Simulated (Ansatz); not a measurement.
Runs of Ansatz 0.2.0 on Hf2Pd2Se2Br2O3. It takes space group P-3m1 (No. 164, trigonal). Conventional cell: a = 3.726 Å, b = 3.726 Å, c = 17.009 Å, α = 90.00°, β = 90.00°, γ = 120.00°. Around Hf (site symmetry 3m) lie 7 O at 2.15 to 2.43 Å. Pd (site symmetry 3m) is surrounded by 3 Se at 2.51 Å and 3 Br at 2.70 Å. Se (site symmetry 3m) has 3 Pd at 2.51 Å and 1 Hf at 2.73 Å as nearest neighbours. Br (site symmetry 3m) is surrounded by 3 Pd at 2.70 Å. O (site symmetry 3m) is surrounded by 4 Hf at 2.15 to 2.37 Å. O (site symmetry -3m) has 6 Hf at 2.43 Å and 6 O at 2.48 Å as nearest neighbours. The cell was built by a generator and needn't be a form met in nature.

| potentials or basis | cutoff (eV) | gap on the mesh (eV) | pressure (GPa) | largest force (eV/Å) |
| --- | --- | --- | --- | --- |
| SPMS NC | 1034 | none | -0.3 | 0.09 |
| PseudoDojo standard (PBE files) | 1170 | none | (a) | 0.09 |
| JTH PAW | 1380 | none | -0.6 | 0.17 |
| Ansatz NC | 1240 | none | 0.0 | 0.04 |
| Ansatz PAW earlier set | 900 | none | 0.0 | (b) |

Alike in all rows: task single point; level PBE; no spin polarisation; cell as given; k mesh 8 × 8 × 2; smearing fermi-dirac 0.05 eV.

**Question.** Estimate the missing entries.

**Answer.** (a) -0.4; (b) 0.05.

Caveats: this functional lacks dispersion, which binds the layers, so the pressure and a relaxed spacing across them are unreliable.

A k mesh can miss the band edges, and the runs leave out spin-orbit coupling on Br, Hf, Pd, Se.

A gap of «none» marks a metal or a gap under the smearing width.

Not every run made on this cell is shown here.
